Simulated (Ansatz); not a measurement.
# FGe2H5O2: the cost of one run

Program: Ansatz 0.2.0. Level of theory: RKS BLYP/def2-SVP. These are calculated values, not measurements.

### Step 1. The system as given

Bond lengths: Ge1–Ge2 2.400 Å, Ge2–H3 1.550 Å, Ge2–H4 1.550 Å, Ge2–H5 1.550 Å, Ge1–F6 1.680 Å, Ge1–O7 1.769 Å, O7–H8 1.010 Å, Ge1–O9 1.769 Å, O9–H10 1.010 Å. Angles: Ge1–Ge2–H3 109.5°, Ge1–Ge2–H4 109.5°, Ge1–Ge2–H5 109.5°, H3–Ge2–H4 109.4°, H3–Ge2–H5 109.4°, H4–Ge2–H5 109.4°, Ge2–Ge1–F6 109.4°, Ge2–Ge1–O7 109.5°, Ge2–Ge1–O9 109.5°, F6–Ge1–O7 109.5°, F6–Ge1–O9 109.5°, O7–Ge1–O9 109.5°, Ge1–O7–H8 109.5°, Ge1–O9–H10 109.5°.

As a file:

```xyz
10

Ge    0.0000    0.0000    0.0000
Ge    0.0000    0.0000    2.4000
H    -1.3958   -0.4318    2.9174
H     1.0719   -0.9929    2.9174
H     0.3240    1.4247    2.9174
F     1.5842    0.0000   -0.5594
O    -0.8337    1.4443   -0.5894
H    -1.7915    1.2136   -0.8118
O    -0.8337   -1.4443   -0.5894
H    -1.2883   -1.9100    0.1830
```

### Step 2. Preparing the start

Contents of input.yaml:

```yaml
crystal:
  periodic: [false, false, false]
  atoms:
    - { symbol: Ge, position_ang: [0.0, 0.0, 0.0] }
    - { symbol: Ge, position_ang: [0.0, 0.0, 2.4] }
    - { symbol: H, position_ang: [-1.3958, -0.4318, 2.9174] }
    - { symbol: H, position_ang: [1.0719, -0.9929, 2.9174] }
    - { symbol: H, position_ang: [0.324, 1.4247, 2.9174] }
    - { symbol: F, position_ang: [1.5842, 0.0, -0.5594] }
    - { symbol: O, position_ang: [-0.8337, 1.4443, -0.5894] }
    - { symbol: H, position_ang: [-1.7915, 1.2136, -0.8118] }
    - { symbol: O, position_ang: [-0.8337, -1.4443, -0.5894] }
    - { symbol: H, position_ang: [-1.2883, -1.91, 0.183] }
basis:
  gaussian: { orbitals: def2-SVP }
hamiltonian:
  xc: blyp
relax:
  f_tol: 0.02
  max_steps: 40
```

Run with:

```bash
ansatz run input.yaml --threads 4 --pin off --max-ram 5120MiB --backend cpu --events-out ev --progress --plain --runs-dir out
```

What time and memory should one allow on 4 threads of Arm Neoverse V1, shared host?

About 31 s, with a peak of 0.2 GiB.
